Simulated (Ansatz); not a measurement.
# ZnRe2 in Ansatz: the effect of functional

Crystal: ZnRe2.

```xyz
3
Lattice="0.0000 2.8956 2.8956 2.8956 0.0000 2.8956 2.8956 2.8956 0.0000" Properties=species:S:1:pos:R:3 pbc="T T T"
Zn    0.0000    0.0000    0.0000
Re    4.3433    4.3433    4.3433
Re    1.4478    1.4478    1.4478
```

The cell was built by a generator and needn't be a form met in nature.

Alike in all runs:

- Program: Ansatz 0.2.0
- Task: band structure
- Potentials or basis: Ansatz PAW
- k mesh: 8 × 8 × 8
- Occupations: fermi-dirac, width 0.05 eV
- Spin: no spin polarisation

| functional | cutoff | pressure (GPa) |
| --- | --- | --- |
| LDA | 420 eV (not typed: the program's choice for these potentials) | -12.2 |
| PBEsol | 420 eV (not typed: the program's choice for these potentials) | -7.6 |
| RPBE | 420 eV (not typed: the program's choice for these potentials) | 3.5 |
| revPBE | 420 eV (not typed: the program's choice for these potentials) | ? |
| BLYP | 420 eV (not typed: the program's choice for these potentials) | 9.4 |
| r2SCAN | 500 eV (not typed: the program's choice for these potentials) | -5.1 |

Task: What does the run with functional revPBE give?

Result: Pressure 2.5 GPa.

Caveats: the PAW data sets come from PBE, with cores solved anew for the run's functional, which leaves a small shift of forces and pressure.

Runs at the PBE level aren't shown here.
